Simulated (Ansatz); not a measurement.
# CH₂BBrClIn: ionisation energy by level of theory

The task here is to estimate one member of a computed series from the others.

The runs use Ansatz 0.2.0, Gaussian basis; unrestricted cation, the program's frozen cores in correlated methods.

Plan: UKS PBE-D4/def2-TZVPP; UKS r2SCAN-D4/def2-TZVPP; UKS PBE0-D4/def2-TZVPP; UKS B3LYP-D4/def2-TZVPP; UKS wB97X-V/def2-TZVPP; UKS wB97M-V/def2-TZVPP; UKS B2PLYP/def2-TZVPP; UHF-CCSD(T)/def2-TZVPP; UHF-MP2/def2-QZVPP; extrapolation to the limit; then −ε(HOMO) from the neutral's earlier runs with LDA (SPW92), PBE-D4, revPBE-D4, BLYP-D4, r2SCAN-D4, B97M-V, PBE0-D4, B3LYP-D4, r2SCANh-D4, r2SCAN0-D4, HSE06-D4, BHLYP-D4, CAM-B3LYP-D4, LC-ωPBE, ωB97X-V, ωB97M-V.

1 further run of the same task is left out (for a known fault of the program).

## The geometry

An earlier PBE0-D4 in a triple-zeta def2 set relaxation fixed the geometry. In takes the def2 core potential; no spin-orbit term is included.

7 atoms, charge 0, spin multiplicity 1.

Atoms are counted from 1 here; the program's logs count them from 0.

Bond lengths: Cl1–C2 1.713 Å, C2–Br3 1.961 Å, C2–B4 1.439 Å, Br3–In5 2.931 Å, B4–In5 2.163 Å, B4–H6 1.188 Å, In5–H7 1.713 Å. Angles: Cl1–C2–Br3 111.1°, Cl1–C2–B4 127.9°, Br3–C2–B4 121.0°, C2–Br3–In5 67.6°, C2–B4–In5 102.0°, C2–B4–H6 128.3°, In5–B4–H6 129.7°, Br3–In5–B4 69.5°, Br3–In5–H7 108.3°, B4–In5–H7 177.8°.

Set-up of the first run:

Contents of in.yaml:

```yaml
crystal:
  periodic: [false, false, false]
  atoms:
    - {symbol: Cl, position_ang: [0.100138, -1.973701, 1.998002]}
    - {symbol: C, position_ang: [0.088322, -0.834520, 0.719215]}
    - {symbol: Br, position_ang: [0.974990, -1.554929, -0.874110]}
    - {symbol: B, position_ang: [-0.470616, 0.491524, 0.720450]}
    - {symbol: In, position_ang: [-0.022748, 1.169801, -1.284493]}
    - {symbol: H, position_ang: [-1.031034, 1.053999, 1.604618]}
    - {symbol: H, position_ang: [0.360948, 1.647836, -2.883683]}
basis:
  gaussian: {orbitals: def2-TZVPP}
total_charge: 1
magnetization: {spin_polarized: true, initial_magnetization: 1}
hamiltonian: {xc: pbe, dispersion: d4}
```

On the command line:

```sh
$ ansatz run in.yaml --threads 2 --pin off --events-out ev --progress --plain --max-ram 22528MiB --backend cpu
```

Among the steps run: Cation, UKS PBE-D4/def2-TZVPP; Cation, UKS r2SCAN-D4/def2-TZVPP; Cation, UKS PBE0-D4/def2-TZVPP; Cation, UKS B3LYP-D4/def2-TZVPP; Cation, UKS wB97X-V/def2-TZVPP; Cation, UKS wB97M-V/def2-TZVPP; Cation, UKS B2PLYP (frozen core)/def2-TZVPP; Cation, UHF-CCSD(T)/def2-TZVPP; Cation, UHF-MP2/def2-QZVPP.

One of the session's tables, all rows but one given; the rest of the session is left out.

Orbital estimates, from the neutral's runs:

| functional | −ε(HOMO) (eV) |
| --- | --- |
| LDA (SPW92) | 5.27 |
| PBE-D4 | 5.07 |
| revPBE-D4 | 4.99 |
| BLYP-D4 | 4.91 |
| r2SCAN-D4 | 5.23 |
| B97M-V | 5.23 |
| PBE0-D4 | 6.00 |
| B3LYP-D4 | ? |
| r2SCANh-D4 | 5.58 |
| r2SCAN0-D4 | 6.12 |
| HSE06-D4 | 5.61 |
| BHLYP-D4 | 6.81 |
| CAM-B3LYP-D4 | 7.18 |
| LC-ωPBE | 8.40 |
| ωB97X-V | 8.10 |
| ωB97M-V | 8.02 |

Q: Estimate the row for B3LYP-D4 from the others.

Worked estimate for «−ε(HOMO) (eV)». Against the share of exact exchange, BLYP-D4 (0, 4.91), BHLYP-D4 (0.5, 6.81) give a slope of 3.80 per unit share; at 0.2 the line stands at 5.67.

**Answer.** −ε(HOMO) (eV): 5.82. In «−ε(HOMO) (eV)» the line misses by -0.15.
